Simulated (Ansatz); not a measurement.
# Al12NO in Ansatz: reference runs

Aim: a first look at Al12NO with PBE, on the cell as given.

Everything below comes from runs of Ansatz 0.2.0. Logs are shortened: lines on timing, memory, paths and dates and some standing lists are left out, and cuts for length are marked.

## 1. The cell of the first run

The cell holds a slab with vacuum, 14 atoms: a = 5.725 Å, b = 5.725 Å, c = 23.834 Å, α = 90.00°, β = 90.00°, γ = 120.00°.

## 2. Single point, PBE

input.yaml reads:

```yaml
crystal:
  lattice:
    - [5.7246799319, 0.0, 0.0]
    - [-2.862339966, 4.9577182496, 0.0]
    - [0.0, 0.0, 23.8341815913]
  atoms:
    - { symbol: Al, position: [0.3333333333, 0.1666666667, 0.3356523894] }
    - { symbol: Al, position: [0.3333333333, 0.6666666667, 0.3356523894] }
    - { symbol: Al, position: [0.8333333333, 0.1666666667, 0.3356523894] }
    - { symbol: Al, position: [0.8333333333, 0.6666666667, 0.3356523894] }
    - { symbol: Al, position: [0.6666666667, 0.3333333333, 0.4337086531] }
    - { symbol: Al, position: [0.6666666667, 0.8333333333, 0.4337086531] }
    - { symbol: Al, position: [0.1666666667, 0.3333333333, 0.4337086531] }
    - { symbol: Al, position: [0.1666666667, 0.8333333333, 0.4337086531] }
    - { symbol: Al, position: [0.0, 0.5, 0.5317649168] }
    - { symbol: Al, position: [0.0, 0.0, 0.5317649168] }
    - { symbol: Al, position: [0.5, 0.5, 0.5317649168] }
    - { symbol: Al, position: [0.5, 0.0, 0.5317649168] }
    - { symbol: "N", position: [0.1666666667, 0.3333333333, 0.651760646] }
    - { symbol: O, position: [0.1666666667, 0.3333333333, 0.6030910496] }
hamiltonian:
  xc: pbe
  pseudopotentials: { kind: paw }
kpoints:
  mp_grid: { grid: [6, 6, 1] }
scf:
  occupations: { method: fermi_dirac, width: 0.05 }
output:
  forces: true
  eigenvalues: true
efield:
  axis: 3
  dipole_correction: true
  ramp_width: 0.04
```

Potentials or basis: Ansatz PAW.

Started as:

```
> ansatz run input.yaml --threads 4 --pin off --max-ram 11264MiB --backend cpu --events-out ev --progress --plain --runs-dir out
```

Log:

```text
Warning: RAYON_NUM_THREADS=4 ignored (pool sized by the plan → 4); use --threads N
Engine: ansatz 0.2.0, aarch64-unknown-linux-gnu
Pseudopotentials: kind: paw
Pseudopotential: Al, paw, valence charge 3, recommended cutoff 420 eV (normal), Al.paw.azcp
Pseudopotential: N, paw, valence charge 5, recommended cutoff 420 eV (normal), N.paw.azcp
Pseudopotential: O, paw, valence charge 6, recommended cutoff 420 eV (normal), O.paw.azcp
Functional definition: PBE
  parameter kappa = 0.804
  parameter beta = 0.06672455060314922
  exchange = pbe_x(kappa = kappa, mu = beta*pi^2/3)
  correlation = pbe_c(beta = beta)
Crystal: 14 atoms, lattice volume = 676.446 Å³
Basis set: ecut = 420 eV, 13327 PW (Γ), exchange–correlation on 80×80×320 points (8 copies of the dense FFT grid, shifted against one another)
Bands: 38, of which v1, the nominal top of the filled ones, is band 24 counted from 1 (23 counted from 0)
Symmetry: 6 space group operations
Space group: P3m1 (ITA 156), of the structure as read, at distance tolerance 8.8e-5 Å
k-points: 7 of 36 (time reversal used)
Non-local potential: Al, projectors of the file, l = 0: 2, l = 1: 2, l = 2: 1
Non-local potential: N, projectors of the file, l = 0: 2, l = 1: 2, l = 2: 1
Non-local potential: O, projectors of the file, l = 0: 2, l = 1: 2, l = 2: 1
PAW form: soft (Blöchl's): semilocal exchange-correlation on the pseudo side does not see the compensation charge
PAW one-centre angular grid: Al, 110 points (default); XC on 64 Gauss nodes
PAW one-centre angular grid: N, 110 points (default); XC on 64 Gauss nodes
PAW one-centre angular grid: O, 110 points (default); XC on 64 Gauss nodes
Initial density: superposition of atomic densities (neutral atoms: chi_scale 0, normalization atom), corrected by the library's trained network
Initial wavefunctions: pseudopotential atomic-orbital guess
Functional: x = pbe(κ = 0.804, μ = 0.2195149727645171), c = pbe(β = 0.06672455060314922)
SCF iter   1: F=—  HF=-7394.652545 eV  |F-HF|=—  |Δ(HF+E_count)|=         —  Δρ=4.23e-3  dr2=4.04e-1  ethr=1.77e-3  p=-0.098 e·Å  D=-2.61e-2 V/Å  ΔV_dip=0.62 eV  dr2_dipole=1.50e-1  V_vac-E_F(+/−)=4.66/4.04 eV  ⟨swp⟩=8.3  Hψ=1593  notcnv=0  defer=8
efield: sawtooth ramp at fractional position 0.9737 (placed from the atoms, in the widest stretch of the axis that holds none; the zero of the levels goes with the place), width 0.0400; the density the first Hamiltonian is built on has a dipole p = -0.098 e·Å; the dipole correction subtracts the counter field D = -2.61e-2 V/Å, which shifts the + side's vacuum level by +0.62 eV against the − side's; the planar-averaged density in the ramp window peaks in size at 9.0e-6 e/Å³
preconditioner: auto → LDOS  [metal: Δε(μ)=0.112 eV  Ē_g=7.033 eV  σ=0.050 eV  W_gap=0.49  n_scr=66 (ndim 8)  ℏωp=9.6 eV  f_vac=0.558  D(μ)=8.04/eV (n_scr^D=40)  β→1.0]
SCF iter   2: F=—  HF=-7394.633742 eV  |F-HF|=—  |Δ(HF+E_count)|=   1.88e-2  Δρ=1.61e-3  dr2=2.08e-2  ethr=8.59e-4  p=-0.136 e·Å  D=-3.63e-2 V/Å  ΔV_dip=0.87 eV  dr2_dipole=4.57e-5  V_vac-E_F(+/−)=4.79/3.93 eV  ⟨swp⟩=3.3  Hψ=389  notcnv=0  defer=23
SCF iter   3: F=—  HF=-7394.638151 eV  |F-HF|=—  |Δ(HF+E_count)|=   4.41e-3  Δρ=1.10e-3  dr2=1.12e-2  ethr=4.42e-5  p=-0.135 e·Å  D=-3.61e-2 V/Å  ΔV_dip=0.86 eV  dr2_dipole=6.51e-4  V_vac-E_F(+/−)=4.79/3.93 eV  ⟨swp⟩=2.4  Hψ=429  notcnv=0  defer=24
SCF iter   4: F=—  HF=-7394.637289 eV  |F-HF|=—  |Δ(HF+E_count)|=   8.62e-4  Δρ=6.83e-4  dr2=4.13e-3  ethr=2.39e-5  p=-0.138 e·Å  D=-3.70e-2 V/Å  ΔV_dip=0.88 eV  dr2_dipole=2.36e-5  V_vac-E_F(+/−)=4.80/3.91 eV  ⟨swp⟩=2.1  Hψ=349  notcnv=0  defer=24
SCF iter   5: F=—  HF=-7394.637231 eV  |F-HF|=—  |Δ(HF+E_count)|=   5.87e-5  Δρ=2.49e-4  dr2=6.34e-4  ethr=8.78e-6  p=-0.138 e·Å  D=-3.69e-2 V/Å  ΔV_dip=0.88 eV  dr2_dipole=5.82e-6  V_vac-E_F(+/−)=4.80/3.92 eV  ⟨swp⟩=3.0  Hψ=437  notcnv=0  defer=24
SCF iter   6: F=—  HF=-7394.637265 eV  |F-HF|=—  |Δ(HF+E_count)|=   3.43e-5  Δρ=6.56e-5  dr2=8.32e-5  ethr=1.35e-6  p=-0.138 e·Å  D=-3.70e-2 V/Å  ΔV_dip=0.88 eV  dr2_dipole=3.17e-6  V_vac-E_F(+/−)=4.80/3.92 eV  ⟨swp⟩=2.1  Hψ=387  notcnv=0  defer=24
SCF iter   7: F=—  HF=-7394.637262 eV  |F-HF|=—  |Δ(HF+E_count)|=   2.76e-6  Δρ=2.21e-5  dr2=7.53e-6  ethr=1.77e-7  p=-0.139 e·Å  D=-3.71e-2 V/Å  ΔV_dip=0.88 eV  dr2_dipole=1.53e-7  V_vac-E_F(+/−)=4.80/3.92 eV  ⟨swp⟩=2.7  Hψ=439  notcnv=0  defer=24
SCF iter   8: F=—  HF=-7394.637268 eV  |F-HF|=—  |Δ(HF+E_count)|=   5.50e-6  Δρ=1.11e-5  dr2=1.93e-6  ethr=1.60e-8  p=-0.139 e·Å  D=-3.72e-2 V/Å  ΔV_dip=0.89 eV  dr2_dipole=1.47e-7  V_vac-E_F(+/−)=4.81/3.92 eV  ⟨swp⟩=2.0  Hψ=418  notcnv=0  defer=24
SCF iter   9: F=-7394.637268 eV  HF=-7394.637267 eV  |F-HF|=5.20e-7  |Δ(HF+E_count)|=   3.18e-7  Δρ=2.14e-6  dr2=7.45e-8  ethr=2.13e-10  p=-0.139 e·Å  D=-3.72e-2 V/Å  ΔV_dip=0.89 eV  dr2_dipole=5.96e-9  V_vac-E_F(+/−)=4.81/3.92 eV  ⟨swp⟩=29.3  Hψ=1820  notcnv=0
SCF 1 converged in 9 iterations: F = -7394.637268 eV  dr2 = 7.45e-8
SCF converged after 9 iterations
Free energy (F): -7394.637268 eV
Harris-Foulkes:  -7394.637267 eV  (|F-HF|=5.20e-7)
Internal energy: -7394.567930 eV  (E = F + TS)
E sigma→0 (E₀):  -7394.602599 eV
Entropy (-TS):   -0.069338 eV (-4.953 meV/atom)
Fermi energy:    -0.387618 eV
Dipole field:    D = -0.037259 V/Å  (p = -0.139285 e·Å, saw-weighted, corrected)
Work function:   Φ+ = 4.8076 eV   Φ− = 3.9195 eV
Levels:          The Fermi level and band energies are counted from a zero that moves with the ramp; work functions are not
--- Per-component energies (eV) ---
  E_band       = -295.561488
  E_kinetic    = 561.019133
  E_local      = -11788.527987  (includes V_loc(G=0)·N_el)
  E_nonlocal   = 221.908249
  E_hartree    = 5655.473749
  E_xc         = -599.235750
  E_vxc        = -502.417692  (∫ρ·V_xc dr)
  E_paw        = -5892.346093  (= ΣΔE_a)
  E_vpaw       = -97.872207  (= ΣTr[D̂ρ^β])
  E_aug_tail   = 0.002455  (compensation charges beyond the density's cutoff)
  E_efield     = 0.002595  (sawtooth field / dipole correction)
  E_vefield    = -0.628289  (∫n·V_field dr)
  E_ewald      = 4447.135719
  E_smearing   = -0.069338  (= −TS)
  E_closure    = -0.000000  (closes the sum)
  Σ components = -7394.637268   (vs F -7394.637268, Δ=0.00e0)
--- Forces (eV/Å), atoms counted from 1 ---
  atom   1  Al     0.05826639    -0.03364012     0.07799587
  atom   2  Al    -0.00000000     0.06728024     0.07799587
  atom   3  Al    -0.05826639    -0.03364012     0.07799587
  atom   4  Al    -0.00000000    -0.00000000     0.03714088
  atom   5  Al    -0.00000000     0.02010471    -0.03794129
  atom   6  Al     0.01741119    -0.01005235    -0.03794129
  atom   7  Al     0.00000000     0.00000000     0.20927121
  atom   8  Al    -0.01741119    -0.01005235    -0.03794129
  atom   9  Al    -0.40696734     0.23496270    -0.50068438
  atom  10  Al     0.00000000    -0.46992540    -0.50068438
  atom  11  Al     0.40696734     0.23496270    -0.50068438
  atom  12  Al    -0.00000000     0.00000000    -0.25749886
  atom  13  N      0.00000000    -0.00000000     3.39369736
  atom  14  O     -0.00000000     0.00000000    -2.00063062
  max |Σ_I F_I| component: 9.06e-5 eV/Å
--- Band table (eV; the first three rows and the last of 7) ---
  k-point 0: bands = ["-27.5497", "-14.1439", "-10.8449", "-9.3043", "-9.3043", "-9.1654", "-7.6698", "-6.3406", "-5.0223", "-5.0223", "-5.0223", "-5.0013", "-5.0013", "-4.9192", "-3.6722", "-3.6722", "-3.6184", "-3.1419", "-3.1418", "-3.1418", "-3.0283", "-1.1317", "-1.1317", "-0.8678", "-0.6733", "-0.6733", "-0.3489", "0.2268", "0.2268", "0.4031", "2.1199", "2.1199", "2.1313", "2.5288", "2.5406", "2.5406", "3.2432", "3.6436"]
  k-point 1: bands = ["-27.5497", "-14.1399", "-10.6833", "-9.3417", "-9.3081", "-8.9828", "-7.6622", "-6.7537", "-6.2032", "-5.8028", "-5.7624", "-5.0801", "-4.2148", "-4.1348", "-3.9191", "-3.8886", "-3.1893", "-2.9540", "-2.4130", "-2.3503", "-2.2353", "-1.5578", "-1.4141", "-1.2015", "-0.2883", "-0.2599", "0.2003", "0.5422", "0.6201", "0.7711", "1.4523", "1.6529", "1.8667", "2.8492", "3.2262", "3.4082", "3.6428", "3.6492"]
  k-point 2: bands = ["-27.5496", "-14.1318", "-10.2019", "-9.3722", "-9.3158", "-8.5194", "-8.2250", "-7.6068", "-6.5101", "-6.2797", "-6.2591", "-5.6993", "-4.6630", "-4.5806", "-3.8509", "-2.7555", "-2.6383", "-2.4309", "-2.0093", "-1.8543", "-1.0518", "-0.9332", "-0.7719", "-0.4823", "-0.1150", "-0.0448", "0.6794", "0.9526", "0.9824", "1.1168", "1.4872", "1.4878", "1.8886", "2.1646", "2.8286", "3.0377", "3.1228", "3.3548"]
  k-point 6: bands = ["-27.5496", "-14.1259", "-9.4058", "-9.4001", "-8.8766", "-8.8381", "-8.8320", "-7.8267", "-7.2119", "-7.2043", "-6.8141", "-4.6288", "-4.6195", "-4.1684", "-3.1482", "-3.1424", "-3.0434", "-2.0105", "-1.6126", "-1.6086", "-1.3947", "-1.3250", "-0.9155", "-0.3429", "-0.1300", "1.2102", "1.3835", "1.5086", "1.7909", "1.7983", "2.0517", "2.4466", "2.4750", "2.4870", "2.9196", "2.9317", "3.1919", "3.7830"]
```

Wall time 7.2 s (4 threads of Arm Neoverse V1, shared host); peak memory 0.93 GiB.

Results:

- Free energy: -7394.6373 eV
- Largest force: 3.394 eV/Å
- Band gap on the k mesh: none (metal or under the smearing width)
- Work function of the upper face: 4.81 eV
- Work function of the lower face: 3.92 eV
- Dipole across the slab: -0.139 e·Å

Forces in eV/Å, atoms in the order of the input:
```
Al   0.058 -0.034  0.078
Al   0.000  0.067  0.078
Al  -0.058 -0.034  0.078
Al   0.000  0.000  0.037
Al   0.000  0.020 -0.038
Al   0.017 -0.010 -0.038
Al   0.000  0.000  0.209
Al  -0.017 -0.010 -0.038
Al  -0.407  0.235 -0.501
Al   0.000 -0.470 -0.501
Al   0.407  0.235 -0.501
Al   0.000  0.000 -0.257
N    0.000  0.000  3.394
O    0.000  0.000 -2.001
```

Caveat: an odd number of electrons without spin polarisation forces a metal; a magnetic or distorted state may lie lower.
